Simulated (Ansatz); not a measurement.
# GeBrF (SMILES [F][Ge][Br]): functionals against CCSD(T) at one geometry

The task here is to estimate one member of a computed series from the others.

Method: single points in def2-TZVPP; program: Ansatz 0.2.0, Gaussian basis.

Correlated methods freeze the cores. Filled d shells of the heavier atoms are correlated.

**The system as given**

SMILES `[F][Ge][Br]`, 3 atoms, charge 0, spin multiplicity 1.

Atoms are counted from 1 here; the program's logs count them from 0.

Bond lengths: F1–Ge2 1.924 Å, Ge2–Br3 2.469 Å. Angles: F1–Ge2–Br3 97.7°.

Coordinates:

```xyz
3
charge 0, multiplicity 1
F    -0.7815    1.3671   -0.2901
Ge   -0.6995   -0.5489   -0.4409
Br    1.4602   -0.8809    0.7092
```

The first run:

File run/in.yaml:

```yaml
crystal:
  periodic: [false, false, false]
  atoms:
    - {symbol: F, position_ang: [-0.781500, 1.367100, -0.290100]}
    - {symbol: Ge, position_ang: [-0.699500, -0.548900, -0.440900]}
    - {symbol: Br, position_ang: [1.460200, -0.880900, 0.709200]}
basis:
  gaussian: {orbitals: def2-TZVPP}
correlation: {method: ccsd_t}
output: {forces: true}
```

No record of the launch command was kept for these runs.

Steps of the session up to this table: CCSD(T)/def2-TZVPP; PBE0-D4/def2-TZVPP; wB97M-V/def2-TZVPP; r2SCAN-D4/def2-TZVPP; PBE-D4/def2-TZVPP; B97M-V/def2-TZVPP; r2SCAN0-D4/def2-TZVPP.

One table of the session follows, with a row left open; its other results are not shown here.

| method | RMS force component (eV/Å) | angle to CCSD(T) forces (°) | dipole (D) |
| --- | --- | --- | --- |
| CCSD(T) | 1.589 | reference | 3.20 |
| PBE0-D4 | 1.498 | 0.5 | 3.26 |
| wB97M-V | 1.530 | 0.4 | 3.44 |
| r2SCAN-D4 | 1.469 | 0.9 | 3.05 |
| PBE-D4 | 1.195 | 1.3 | 2.98 |
| B97M-V | 1.472 | 1.5 | 3.16 |
| r2SCAN0-D4 | ? | ? | ? |

Q: Estimate the row for r2SCAN0-D4 from the others.

The run gave: RMS force component (eV/Å): 1.659; angle to CCSD(T) forces (°): 0.8; dipole (D): 3.30. In the column «RMS force component (eV/Å)» it is the highest.
